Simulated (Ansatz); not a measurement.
# ClFGaGeH3: a ladder of functionals and wavefunction methods

Aim: compute ClFGaGeH3 with functionals from several rungs and with coupled cluster. The yardstick is the atomisation energy at the CCSD(T) limit.

The runs use Ansatz 0.2.0, Gaussian basis; functionals in def2-TZVPP, the program's frozen cores in correlated methods.

Plan: LDA (SPW92), PBE-D4, revPBE-D4, BLYP-D4, r2SCAN-D4, B97M-V, PBE0-D4, B3LYP-D4, r2SCANh-D4, r2SCAN0-D4, HSE06-D4, BHLYP-D4, CAM-B3LYP-D4, LC-ωPBE, ωB97X-V, ωB97M-V, B2PLYP, PBE-QIDH; CCSD(T)/def2-SVP; CCSD(T)/def2-TZVPP; MP2/def2-QZVPP; extrapolation to the limit; RPA on PBE.

### 1 The relaxed structure

The geometry comes from an earlier relaxation with PBE0-D4 in a triple-zeta def2 set; it is a stationary point, not always the lowest conformer.

SMILES `[F][Ga]([Cl])[GeH3]`, 7 atoms, charge 0, spin multiplicity 1.

Atoms are counted from 1 here; the program's logs count them from 0.

Bond lengths: F1–Ga2 1.752 Å, Ga2–Cl3 2.137 Å, Ga2–Ge4 2.424 Å, Ge4–H5 1.532 Å, Ge4–H6 1.534 Å, Ge4–H7 1.533 Å. Angles: F1–Ga2–Cl3 112.0°, F1–Ga2–Ge4 121.3°, Cl3–Ga2–Ge4 126.8°, Ga2–Ge4–H5 109.5°, Ga2–Ge4–H6 108.5°, Ga2–Ge4–H7 109.1°, H5–Ge4–H6 109.9°, H5–Ge4–H7 110.3°, H6–Ge4–H7 109.6°.

### 2 LDA

This LDA is Slater exchange with PW92 correlation.

Contents of in.yaml:

```yaml
crystal:
  periodic: [false, false, false]
  atoms:
    - {symbol: F, position_ang: [-0.000708, -2.240590, 1.459360]}
    - {symbol: Ga, position_ang: [0.710227, -0.881397, 0.612416]}
    - {symbol: Cl, position_ang: [2.842754, -0.879178, 0.752245]}
    - {symbol: Ge, position_ang: [-0.670217, 0.747606, -0.534290]}
    - {symbol: H, position_ang: [0.213284, 1.639916, -1.412617]}
    - {symbol: H, position_ang: [-1.390549, 1.600728, 0.518021]}
    - {symbol: H, position_ang: [-1.704791, 0.012915, -1.395144]}
basis:
  gaussian: {orbitals: def2-TZVPP}
hamiltonian: {xc: lda}
output: {orbitals: {seedname: orbitals}}
```

After this run come: PBE-D4 (GGA); revPBE-D4 (GGA); BLYP-D4 (GGA); r2SCAN-D4 (meta-GGA); B97M-V (meta-GGA); PBE0-D4 (hybrid); B3LYP-D4 (hybrid); r2SCANh-D4 (hybrid); r2SCAN0-D4 (hybrid); HSE06-D4 (hybrid); BHLYP-D4 (hybrid); CAM-B3LYP-D4 (range-separated); LC-ωPBE (range-separated); ωB97X-V (range-separated); ωB97M-V (range-separated); B2PLYP (double hybrid); PBE-QIDH (double hybrid); CCSD(T) in def2-SVP; CCSD(T) in def2-TZVPP; MP2 in def2-QZVPP; RPA on PBE orbitals.

Before running them: what should the planned runs give, taken together? Wanted: atomisation energy, CCSD(T)/CBS; farthest beyond LDA; mean size of error, GGA; mean size of error, meta-GGA; mean size of error, hybrid; mean size of error, range-separated; mean size of error, double hybrid; gap, smallest and largest; T1 diagnostic.

As calculated:

```
                               quantity                                           value
        atomisation energy, CCSD(T)/CBS                                       20.354 eV
    functionals within 0.204 eV (1.0 %)  PBE-D4, r2SCAN-D4, B97M-V, r2SCANh-D4, ωB97X-V
                    farthest beyond LDA                            BHLYP-D4 (-0.913 eV)
                mean size of error, GGA                                        0.535 eV
           mean size of error, meta-GGA                                        0.074 eV
             mean size of error, hybrid                                        0.471 eV
    mean size of error, range-separated                                        0.234 eV
      mean size of error, double hybrid                                        0.375 eV
              gap, smallest and largest       4.82 eV (LDA (SPW92)), 11.47 eV (LC-ωPBE)
                          T1 diagnostic                                          0.0129
triples share of the correlation energy                                           3.6 %
```

**Reading.** LDA overbinds by 2.712 eV (13 %). PBE-D4 misses by -0.184 eV. Double hybrids carry the basis error of their MP2 part in triple zeta, and no dispersion term here, so their miss is partly the set-up's. By mean error the best rung here is meta-GGA (0.074 eV) and the worst beyond LDA is GGA (0.535 eV). Misses under about 0.204 eV are within the doubt on the reference itself, which lacks core-valence correlation, relativity and higher excitations, and its outer-core shells are covered unevenly. Hartree-Fock recovers 73 % of the binding; the rest is correlation. CCSD(T) in def2-SVP is off by -1.340 eV, which most functionals beat. The gap grows from 4.8 to 11.5 eV across the functionals, mostly with the share of exact exchange. Correlated methods include outer-core shells of Ga, Ge, which these sets cover unevenly.
